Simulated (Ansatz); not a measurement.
**YSb (zincblende type): a single-point run**

The task is a single-point run on YSb (zincblende type). The structure is shown as the input types it.

Method: DFT, LDA, all-electron LAPW, scalar-relativistic, in Ansatz 0.2.0.

**1. The structure to begin with**

It takes space group F-43m (No. 216, cubic). The conventional cell has a = 5.565 Å, b = 5.565 Å, c = 5.565 Å, α = 90.00°, β = 90.00°, γ = 90.00°. Y (site symmetry -43m) has 4 Sb at 2.41 Å in its first shell of neighbours. Sb (site symmetry -43m) is surrounded by 4 Y at 2.41 Å.

Coordinates:

```
Y Sb
1.0
     0.00000    2.78226    2.78226
     2.78226    0.00000    2.78226
     2.78226    2.78226    0.00000
Y Sb
1 1
Direct
  0.00000 0.00000 0.00000
  0.25000 0.25000 0.25000
```

**2. Input and run**

input.yaml

```yaml
crystal:
  lattice:
    - [0.0, 2.7822640771, 2.7822640771]
    - [2.7822640771, 0.0, 2.7822640771]
    - [2.7822640771, 2.7822640771, 0.0]
  atoms:
    - { symbol: "Y", position: [0.0, 0.0, 0.0] }
    - { symbol: Sb, position: [0.25, 0.25, 0.25] }
kpoints:
  mp_grid: { grid: [12, 12, 12] }
  band_path:
    path:
      - [0.0, 0.0, 0.0]
      - [-0.5, -0.5, 0.0]
      - [-0.375, -0.375, 0.25]
      - [-0.375, 0.0, 0.375]
      - [0.0, 0.0, 0.0]
      - [0.0, 0.0, 0.5]
      - [-0.5, -0.25, 0.25]
      - [-0.5, -0.5, 0.0]
    npoints: 8
scf:
  occupations: { method: fermi_dirac, width: 0.1 }
  convergence: { dr2_threshold: 1.0e-14 }
  max_iter: 75
hamiltonian:
  xc: lda
  pseudopotentials: { kind: all_electron, lapw: { basis_error: 0.001 } }
output:
  forces: true
  stress: true
  eigenvalues: true
  populations: true
```

The run is started by

```bash
$ ansatz run input.yaml --threads 1 --pin off --max-ram 2048MiB --backend cpu --events-out ev --progress --plain --runs-dir out
```

What happens when this is run?

The run converged and reported no error. It gives a pressure of 76 GPa, which is large; a structure far from rest gives such values too, whatever the setting.

In the input, scf.convergence.dr2_threshold is 1.0e-14. The risk: threshold needlessly tight. Once met, so tight a threshold does no harm; it costs cycles.

The test: delete scf.convergence.dr2_threshold (the default then holds).
